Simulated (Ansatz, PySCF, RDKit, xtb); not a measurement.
# C4H6OSi: ranking a sample of isomers

A sample of isomers of C4H6OSi is drawn. Aim: find which of them has the lowest free energy at 298.15 K, then its properties. The sample is small against all isomers, and the most stable one of this formula need not be in it.

Plan: many cheap relaxations first (GFN2-xTB), then density-functional screening, relaxation at PBE0-D3(BJ)/def2-SVP, vibrations (at GFN2-xTB) and a final energy. The numbers are computed, not measured.

## (1) Candidates

Isomers were taken from a list of plausible structures; this is a sample, not all of them. That gives 3 candidates.

```
label           SMILES     spin
 c030   O[SiH]1C=CC=C1  singlet
 c038  OC1=CC=C[SiH2]1  singlet
 c944  OC1=C[SiH2]C=C1  singlet
```

Candidates are built by distance geometry, with a force field where one applies, in up to four conformers (letters a to d).

**Question.** With final energies at CCSD(T)/def2-SVP + MP2/def2-TZVPP - MP2/def2-SVP, which structure will this search put lowest in free energy, and by what margin?

| quantity | value |
| --- | --- |
| lowest structure found | O[SiH]1C=CC=C1, singlet |
| next finalist | OC1=C[SiH2]C=C1, singlet, 31.2 kcal/mol higher in G |
| share at equilibrium, among the finalists | 100.0 % |
| dipole moment (PBE0/def2-SVPD) | 1.94 D |
| HOMO energy (PBE0/def2-SVPD) | -6.90 eV |
| LUMO energy (PBE0/def2-SVPD) | -1.86 eV |
| HOMO–LUMO gap (PBE0/def2-SVPD) | 5.03 eV |
| lowest excitation (TD-PBE0/def2-SVPD) | 4.08 eV (f = 0.038) |
| strongest of the states computed, same level | 7.15 eV (f = 0.049) |
| lowest triplet excitation, same level, Tamm-Dancoff | 2.48 eV |
| vertical ionisation energy | 8.85 eV |
| vertical electron affinity | 0.09 eV |
| vertical triplet less singlet | +2.56 eV |

The search ends on `O[SiH]1C=CC=C1`. The margin of 31.2 kcal/mol over the next finalist is beyond the usual error of the last level; it says nothing of structures that weren't ranked. GFN2-xTB, HF/STO-3G, r2SCAN-D4/def2-SVP, PBE0-D3(BJ)/def2-SVP, HF/def2-SVP and MP2/def2-SVP already put its bonding pattern lowest among the structures in one piece. Lowest found is not proven lowest: the search is finite, and each finalist counts with one conformer. Only 3 drawn patterns were tried, so whole families of isomers are missing, and the result ranks this sample alone.
